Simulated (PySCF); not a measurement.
# C9H5FO2 (Benzofuran-2-carbonyl fluoride (2q)): the cost of one run

Computed with PySCF 2.14.0, with density-fitted response routines of our own, on a single molecule, in the gas phase or a continuum. Atoms count from 0, in the outputs and in this text.

### 1 The molecule as given

17 atoms, charge 0, multiplicity 1; geometry from: GFN2-xTB. The atoms were then displaced at random by about 0.01 Å, so the start is not that level's minimum.

Bonds of the start (Å): O0–C1 1.20, C1–F2 1.36, C1–C3 1.41, C3–C4 1.38, C4–C5 1.42, C5–C6 1.38, C6–C7 1.37, C7–C8 1.39, C8–C9 1.39, C9–C10 1.38, C10–O11 1.36, O11–C3 1.38, C10–C5 1.41, C4–H12 1.07, C6–H13 1.08, C7–H14 1.09, C8–H15 1.08, C9–H16 1.08.

### 2 Geometry optimisation at PBE0-D3(BJ)/def2-SVP

The job: settings as JSON, then the geometry in Å.

```
{"job": {"xc": "PBE0", "basis": "def2-SVP", "d3": "d3bj", "grid": 1, "shake": 0.01, "kind": "geom"}, "charge": 0, "multiplicity": 1}
O      3.836980    -1.431480    -1.187390
C      3.308200    -0.608630    -0.484610
F      4.087840     0.221830     0.264040
C      1.952760    -0.300190    -0.240630
C      1.352490     0.629790     0.579480
C     -0.051730     0.501010     0.438280
C     -1.157840     1.128370     0.986820
C     -2.395230     0.709120     0.579570
C     -2.565690    -0.328470    -0.324140
C     -1.480910    -0.979800    -0.888380
C     -0.228320    -0.553480    -0.486820
O      0.979440    -1.024060    -0.891340
H      1.854250     1.338060     1.205730
H     -1.065180     1.932530     1.707990
H     -3.297730     1.164170     0.989900
H     -3.560190    -0.621520    -0.623110
H     -1.585650    -1.765420    -1.615220
```

On the command line:

```console
OMP_NUM_THREADS=1 python probes_run.py task.json out
```

This one command runs all jobs of the session in turn.

Q: Estimate the wall time and peak memory of this first job on 1 thread of Arm Neoverse V1, shared host.

About 3.4 min, with a peak of 0.85 GiB.
